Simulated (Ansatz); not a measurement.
# C₂H₈N₂O₂W: basis-set convergence

The task here is to estimate one member of a computed series from the others.

Program: Ansatz 0.2.0, Gaussian basis. Level of theory: one geometry, several basis sets. These are calculated values, not measurements.

Levels to be run: PBE0-D4/def2-SVP; ωB97M-V/def2-SVP; PBE0-D4/def2-QZVPP; ωB97M-V/def2-QZVPP; the functionals' def2-TZVPP values are taken from earlier runs.

### The geometry

All runs share one geometry, relaxed beforehand with PBE0-D4 in a triple-zeta def2 set. W takes the def2 core potential; no spin-orbit term is included.

SMILES `C[O][W](=[NH])(=[NH])[O]C`, 15 atoms, charge 0, spin multiplicity 1.

Atoms are counted from 1 here; the program's logs count them from 0.

Bond lengths: C1–O2 1.402 Å, C1–H8 1.094 Å, C1–H9 1.094 Å, C1–H10 1.094 Å, O2–W3 1.883 Å, W3–N4 1.754 Å, W3–N5 1.754 Å, W3–O6 1.883 Å, N4–H11 1.007 Å, N5–H12 1.007 Å, O6–C7 1.402 Å, C7–H13 1.094 Å, C7–H14 1.094 Å, C7–H15 1.094 Å. Angles: O2–C1–H8 109.0°, O2–C1–H9 111.4°, O2–C1–H10 109.8°, H8–C1–H9 109.0°, H8–C1–H10 108.6°, H9–C1–H10 109.0°, C1–O2–W3 135.7°, O2–W3–N4 108.1°, O2–W3–N5 109.1°, O2–W3–O6 110.7°, N4–W3–N5 111.8°, N4–W3–O6 109.1°, N5–W3–O6 108.1°, W3–N4–H11 157.4°, W3–N5–H12 157.3°, W3–O6–C7 135.6°, O6–C7–H13 111.4°, O6–C7–H14 109.8° and more.

Coordinates:

```csv
atom,x (Å),y (Å),z (Å)
C1,1.8564,-1.1990,1.8693
O2,1.1818,-0.1950,1.1599
W3,0.1442,-0.1180,-0.4093
N4,0.0311,-1.7397,-1.0676
N5,0.8956,0.9932,-1.5395
O6,-1.5883,0.5150,-0.0313
C7,-2.3660,1.6100,-0.4352
H8,1.6287,-1.0973,2.9342
H9,1.5546,-2.1958,1.5332
H10,2.9363,-1.0879,1.7315
H11,0.1009,-2.4694,-1.7573
H12,1.3705,1.2855,-2.3775
H13,-1.7597,2.3607,-0.9513
H14,-3.1616,1.2713,-1.1059
H15,-2.8244,2.0664,0.4468
```

The first run:

Contents of in.yaml:

```yaml
crystal:
  periodic: [false, false, false]
  atoms:
    - {symbol: C, position_ang: [1.856358, -1.199011, 1.869298]}
    - {symbol: O, position_ang: [1.181770, -0.194981, 1.159865]}
    - {symbol: W, position_ang: [0.144247, -0.117967, -0.409340]}
    - {symbol: N, position_ang: [0.031070, -1.739721, -1.067574]}
    - {symbol: N, position_ang: [0.895639, 0.993201, -1.539502]}
    - {symbol: O, position_ang: [-1.588327, 0.515003, -0.031313]}
    - {symbol: C, position_ang: [-2.366009, 1.610026, -0.435153]}
    - {symbol: H, position_ang: [1.628696, -1.097339, 2.934223]}
    - {symbol: H, position_ang: [1.554598, -2.195787, 1.533238]}
    - {symbol: H, position_ang: [2.936331, -1.087889, 1.731461]}
    - {symbol: H, position_ang: [0.100874, -2.469440, -1.757319]}
    - {symbol: H, position_ang: [1.370483, 1.285536, -2.377485]}
    - {symbol: H, position_ang: [-1.759701, 2.360655, -0.951316]}
    - {symbol: H, position_ang: [-3.161623, 1.271289, -1.105871]}
    - {symbol: H, position_ang: [-2.824405, 2.066414, 0.446788]}
basis:
  gaussian: {orbitals: def2-SVP}
hamiltonian: {xc: pbe0, dispersion: d4}
output: {orbitals: {seedname: orbitals}}
```

Run with:

```sh
$ ansatz run in.yaml --threads 2 --pin off --events-out ev --progress --plain --max-ram 20480MiB --backend cpu
```

Steps of the session up to this table: PBE0-D4 in def2-SVP; ωB97M-V in def2-SVP; PBE0-D4 in def2-QZVPP; ωB97M-V in def2-QZVPP.

One of the session's tables, all rows but one given; the rest of the session is left out.

```
functional       basis  HOMO (eV)  LUMO (eV)
   PBE0-D4    def2-SVP      -7.12      -0.33
   PBE0-D4  def2-TZVPP          ?          ?
   PBE0-D4  def2-QZVPP      -7.23      -0.50
   ωB97M-V    def2-SVP      -9.37       1.69
   ωB97M-V  def2-TZVPP      -9.45       1.63
   ωB97M-V  def2-QZVPP      -9.49       1.03
```

**Question.** Estimate the row for PBE0-D4, def2-TZVPP.

As computed: HOMO (eV): -7.19; LUMO (eV): -0.41. In the column «HOMO (eV)» it lies between PBE0-D4, def2-QZVPP (-7.23) and PBE0-D4, def2-SVP (-7.12).
